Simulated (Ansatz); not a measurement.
Run this with Ansatz 0.2.0, Python API and show what comes out.

`cu.py`:
```python
"""Stiffness tensor and moduli of Cu."""

import ansatz as az
import numpy as np

crystal = (
    az.Lattice.from_parameters(11.570254, 2.238212, 22.223742, alpha=90.0, beta=101.93424, gamma=90.0)
    .atom("Cu", (0.5, 0.5, 0.5))
)

calculation = crystal.calculation()
calculation = calculation.basis(34 * az.Ry).functional("pbesol")
calculation = calculation.occupations("Fermi-Dirac", width=0.05)
calculation = calculation.kpoints(4, 19, 2)
out = calculation.elastic("clamped-ion", amplitude=0.003).run(threads=1)
elastic = out.elastic

print("C_ij (GPa), Voigt order xx yy zz yz xz xy")
for row in elastic.c_gpa:
    print(" ".join(f"{value:8.1f}" for value in row))
print("smallest eigenvalue of C:", round(elastic.stability.min_eigenvalue_gpa, 1), "GPa; tensor positive definite:", elastic.stability.min_eigenvalue_gpa > 0)
# averaged moduli need a positive definite tensor
if elastic.stability.min_eigenvalue_gpa > 0:
    for name, value in elastic.moduli.to_plain().items():
        print(f"{name:14s} {value:9.3f}")
```

```console
$ python cu.py
C_ij (GPa), Voigt order xx yy zz yz xz xy
    -0.0     -0.0      0.0      0.0     -0.0     -0.0
     0.1     10.0      0.1     -0.0     -0.0      0.0
     0.0      0.0      0.0     -0.0     -0.0      0.0
     0.0      0.0      0.0     -0.0     -0.0      0.0
     0.0     -0.0     -0.0     -0.0      0.0     -0.0
     0.0      0.0      0.0     -0.0      0.0     -0.0
smallest eigenvalue of C: -0.0 GPa; tensor positive definite: False
```

What to keep in mind:
- The cell holds an odd number of electrons and is run without spin, so a magnetic state may lie lower.
- The cell isn't relaxed first, so the values belong to this volume.
- The cell holds layers, chains or clusters in vacuum, no bulk phase; its stress is averaged over the vacuum too and scales with the cell's height.
- Points of the mesh across the vacuum add cost only.
- This isn't the structure that Cu takes at ambient conditions.
- Shear constants of a metal converge slowly with the k-point mesh and can be wrong in sign on a coarse one; the constants belong to the cell that was strained.
- Hardware and time: 13 min on 1 thread of Arm Neoverse V1 (shared host), peak memory 1.2 GiB.

(A comment or docstring line of the script was reworded after the run, the code is as it ran.)
